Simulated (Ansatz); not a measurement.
# NaTlTe2: the cell at several levels of theory

One table from this session's results is given with a row withheld; the runs are named, their logs left out.

Program: Ansatz 0.2.0. PAW datasets, plane waves, zero pressure. Computed, not measured; no magnetism was allowed, and the structure may never have been made.

## The cell

It is tetragonal, P-4m2 (No. 115); conventional cell a = 4.672 Å, c = 6.607 Å, 36.05 Å³ an atom. Near Na stand 4 Te at 2.86 Å; near Te stand 2 Na at 2.86 Å and 2 Tl at 2.86 Å; near Tl stand 4 Te at 2.86 Å.

As a file:

```
CELL_PARAMETERS angstrom
4.67159 0.00000 0.00000
0.00000 4.67159 0.00000
0.00000 0.00000 6.60662
ATOMIC_POSITIONS crystal
Na 0.00000 0.00000 0.00000
Te 0.00000 0.50000 0.25000
Tl 0.50000 0.50000 0.50000
Te 0.50000 0.00000 0.75000
```

The first run:

input.yaml reads:

```yaml
crystal:
  lattice:
    - [4.6715851878, 0.0, 0.0]
    - [0.0, 4.6715851878, 0.0]
    - [0.0, 0.0, 6.6066191303]
  atoms:
    - { symbol: Na, position: [0.0, 0.0, 0.0] }
    - { symbol: Te, position: [0.0, 0.5, 0.25] }
    - { symbol: Tl, position: [0.5, 0.5, 0.5] }
    - { symbol: Te, position: [0.5, 0.0, 0.75] }
kpoints:
  mp_grid: { grid: [6, 6, 4] }
hamiltonian:
  xc: pbe
scf:
  occupations: { method: fermi_dirac, width: 0.02 }
relax:
  f_tol: 0.005
  cell: {}
```

Launch:

```sh
$ ansatz run input.yaml --threads 2 --pin off --max-ram 2211MiB --backend cpu --events-out ev --progress --plain --runs-dir out
```

Among the steps run: Relaxation with PBE; Relaxation with r2SCAN; Relaxation with PBEsol; Relaxing with LDA; HSE06: cell and atoms.

One table of the session follows, with a row left open; its other results are not shown here.

It belongs to the step «The cells side by side». 

```
 level  a (Å)  c (Å)  volume (Å³/atom)
   PBE  4.703  7.468            41.291
r2SCAN  4.635  7.423            39.860
PBEsol  4.587  7.438            39.126
   LDA      ?      ?                 ?
 HSE06  4.635  7.417            39.841
```

Estimate the missing values for LDA.

The run gave: a (Å): 4.530; c (Å): 7.285; volume (Å³/atom): 37.375. In the column «a (Å)» it is the lowest.

In words: The first relaxation changed the volume by +14.6 % from the start. The volume runs from LDA (least) to PBE (most), a spread of 10.5 %, or 3.4 % in length if all axes shared it alike. The meshes differ: PBE 6×6×4, r2SCAN 6×6×4, PBEsol 6×6×4, LDA 6×6×4, HSE06 4×4×2.
